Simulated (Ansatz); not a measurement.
**CH2InO radical (SMILES O=[CH][InH]): functionals against CCSD(T) at one geometry**

The task here is to estimate one member of a computed series from the others.

The runs use Ansatz 0.2.0, Gaussian basis; single points in def2-TZVPP.

Correlated methods freeze the cores. Filled d shells of the heavier atoms are correlated. Core potentials replace the inner electrons past krypton, and spin-orbit coupling is left out. Orbitals are unrestricted.

### The system as given

SMILES `O=[CH][InH]`, 5 atoms, charge 0, spin multiplicity 2.

Atoms are counted from 1 here; the program's logs count them from 0.

Bond lengths: O1–C2 1.175 Å, C2–In3 2.418 Å, C2–H4 1.134 Å, In3–H5 2.129 Å. Angles: O1–C2–In3 114.0°, O1–C2–H4 123.1°, In3–C2–H4 100.5°, C2–In3–H5 68.1°.

Geometry (Å):

```tsv
atom	x (Å)	y (Å)	z (Å)
O1	-1.5913	-0.5235	-0.2510
C2	-0.5872	-0.5202	0.3599
In3	0.4032	1.6703	0.6154
H4	0.3231	-1.1242	0.0569
H5	1.4802	0.4707	-0.7752
```

The first run:

File run/in.yaml:

```yaml
crystal:
  periodic: [false, false, false]
  atoms:
    - {symbol: O, position_ang: [-1.591300, -0.523500, -0.251000]}
    - {symbol: C, position_ang: [-0.587200, -0.520200, 0.359900]}
    - {symbol: In, position_ang: [0.403200, 1.670300, 0.615400]}
    - {symbol: H, position_ang: [0.323100, -1.124200, 0.056900]}
    - {symbol: H, position_ang: [1.480200, 0.470700, -0.775200]}
basis:
  gaussian: {orbitals: def2-TZVPP}
magnetization: {spin_polarized: true, initial_magnetization: 1}
correlation: {method: ccsd_t}
scf: {omitted_lower_state_checks: [cluster_reference]}
output: {forces: true}
```

No record of the launch command was kept for these runs.

Among the steps run: CCSD(T)/def2-TZVPP; PBE0-D4/def2-TZVPP; wB97M-V/def2-TZVPP; r2SCAN-D4/def2-TZVPP; PBE-D4/def2-TZVPP; r2SCANh-D4/def2-TZVPP; r2SCAN0-D4/def2-TZVPP.

One table of the session follows, with a row left open; its other results are not shown here.

| method | RMS force component (eV/Å) | angle to CCSD(T) forces (°) | dipole (D) |
| --- | --- | --- | --- |
| CCSD(T) | 0.632 | reference | 1.52 |
| PBE0-D4 | 0.466 | 30.1 | 1.65 |
| wB97M-V | ? | ? | ? |
| r2SCAN-D4 | 0.551 | 15.3 | 1.58 |
| PBE-D4 | 0.698 | 28.0 | 1.57 |
| r2SCANh-D4 | 0.504 | 24.8 | 1.61 |
| r2SCAN0-D4 | 0.545 | 49.9 | 1.65 |

**Question.** Estimate the row for wB97M-V.

As computed: RMS force component (eV/Å): 0.509; angle to CCSD(T) forces (°): 36.8; dipole (D): 1.66. In the column «RMS force component (eV/Å)» it lies between r2SCANh-D4 (0.504) and r2SCAN0-D4 (0.545).
